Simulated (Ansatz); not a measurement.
The system is CsLiCr2Te2S3.

```
CELL_PARAMETERS angstrom
3.60358 0.00000 0.00000
-1.80179 3.12079 0.00000
0.00000 0.00000 19.06651
ATOMIC_POSITIONS crystal
Cs 0.00000 0.00000 0.37399
Li 0.66667 0.33333 0.01607
Cr 0.00000 0.00000 0.86637
Cr 0.33333 0.66667 0.16833
Te 0.33333 0.66667 0.53891
Te 0.66667 0.33333 0.77276
S 0.00000 0.00000 0.10030
S 0.33333 0.66667 0.92920
S 0.66667 0.33333 0.23408
```

The cell was built by a generator and needn't be a form met in nature.

Base run:

```yaml
Program: Ansatz 0.2.0
Functional: PBE
Potentials_or_basis: Ansatz PAW
Cutoff: "420 eV (not typed: the program's choice for these potentials)"
k_mesh: 9 × 9 × 2
Occupations: fermi-dirac, width 0.05 eV
Spin: collinear spin, ferromagnetic start
Starting_moments: "[0.0, 0.0, 3.0, 3.0, 0.0, 0.0, 0.0, 0.0, 0.0] μB"
```

Its results: band gap on the k mesh none (metal or under the smearing width); pressure 0.0 GPa; net moment 5.64 μB per cell; site moments Cs +0.00; Li -0.01; Cr +2.58, +2.74; Te -0.01, -0.15; S -0.05, -0.06 μB; largest force 0.033 eV/Å.

Q: The run is repeated on the same cell with these changes: hubbard terms from none to Cr d U = 6 eV; hubbard projectors from none to ortho-atomic (the default). What comes out?

A: Band gap on the k mesh none (metal or under the smearing width); pressure 4.0 GPa; net moment 6.12 μB per cell; site moments Cs -0.01; Li -0.02; Cr +3.36, +3.20; Te -0.02, -0.26; S -0.24, -0.23 μB; largest force 1.104 eV/Å.

Caveats: only a ferromagnetic start was run, and an antiferromagnetic order may lie lower in energy; the density of states is complete only up to the lowest level of the last band computed; the magnetic or orbital state may not be the lowest (some runs); forces of over 1 eV/Å show positions far from the minimum, so gaps and moduli don't describe the material at rest (some runs).
